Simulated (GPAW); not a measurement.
Runs of GPAW 26.7.0 on GeCN2. It takes space group R-3m (No. 166, trigonal). The conventional cell has a = 3.588 Å, b = 3.588 Å, c = 14.766 Å, α = 90.00°, β = 90.00°, γ = 120.00°. Ge (site symmetry -3m) is surrounded by 6 N at 2.40 Å. Around N (site symmetry 3m) lie 1 C at 1.24 Å. C (site symmetry -3m) is surrounded by 2 N at 1.24 Å. The cell comes from a database or a generator and needn't be the stable form of this composition.

| task | level | potentials or basis | k mesh | cutoff (eV) | smearing | band path | band points | response ecut | response k mesh | response bands | gap on the mesh (eV) | pressure (GPa) | V0 of scaled cells (Å³/atom) | B0 (GPa) | largest force (eV/Å) |
| --- | --- | --- | --- | --- | --- | --- | --- | --- | --- | --- | --- | --- | --- | --- | --- |
| band structure | r2SCAN | GPAW PAW data sets (gpaw-data 1.2.1), pw | 6 × 6 × 6 | 800 | fermi-dirac 0.05 eV | GLB1,BZGX,QFP1Z,LP | 60 | - | - | - | (c) | -4.1 | - | - | 0.46 |
| band structure | LDA | the program's PAW data sets (release 1.2.1) made for this functional, pw | 6 × 6 × 6 | 800 | fermi-dirac 0.05 eV | GLB1,BZGX,QFP1Z,LP | 60 | - | - | - | 0.90 | -7.4 | - | - | 0.26 |
| dielectric tensor | PBE | GPAW PAW data sets (gpaw-data 1.2.1), pw | 7 × 7 × 7 | 600 | fermi-dirac 0.001 eV | - | - | 80 eV | 15 × 15 × 15 | 49 | 1.18 | - | - | - | - |
| band structure | PBE | GPAW PAW data sets (gpaw-data 1.2.1), pw | 6 × 6 × 6 | 800 | fermi-dirac 0.05 eV | GLB1,BZGX,QFP1Z,LP | 60 | - | - | - | 1.05 | -0.8 | - | - | (a) |
| equation of state | LDA | the program's PAW data sets (release 1.2.1) made for this functional, pw | 6 × 6 × 6 | 800 | fermi-dirac 0.05 eV | - | - | - | - | - | - | - | 13.03 | 147 | - |
| equation of state | PBE | GPAW PAW data sets (gpaw-data 1.2.1), pw | 6 × 6 × 6 | 800 | fermi-dirac 0.05 eV | - | - | - | - | - | - | - | 13.69 | 131 | - |
| dielectric tensor | LDA | the program's PAW data sets (release 1.2.1) made for this functional, pw | 7 × 7 × 7 | 600 | fermi-dirac 0.001 eV | - | - | 80 eV | 15 × 15 × 15 | 49 | 1.02 | - | - | - | - |
| single point | TB-mBJ | GPAW PAW data sets for LDA (gpaw-data 1.2.1), pw | 6 × 6 × 6 | 800 | fermi-dirac 0.05 eV | - | - | - | - | - | (b) | - | - | - | - |

Alike in all rows: no spin polarisation; cell as given.

Task: Estimate the missing entries.

Result: (a) 0.03; (b) 1.81; (c) 1.15.

Caveats: the PAW data sets were made with another functional, which shifts forces and pressure a little (some runs); the long-wavelength limit can be off by a per cent or two (some runs); an odd mesh through Γ misses points on the zone boundary, where band edges often lie (some runs); the cell was scaled at fixed shape and fractional positions, which overstates the stiffness of a crystal with free parameters, most of all of layers and chains (some runs); a model potential gives levels but no total energy (some runs).

A k mesh can miss the band edges, and the runs leave out spin-orbit coupling on Ge.

Not every run made on this cell is shown here.
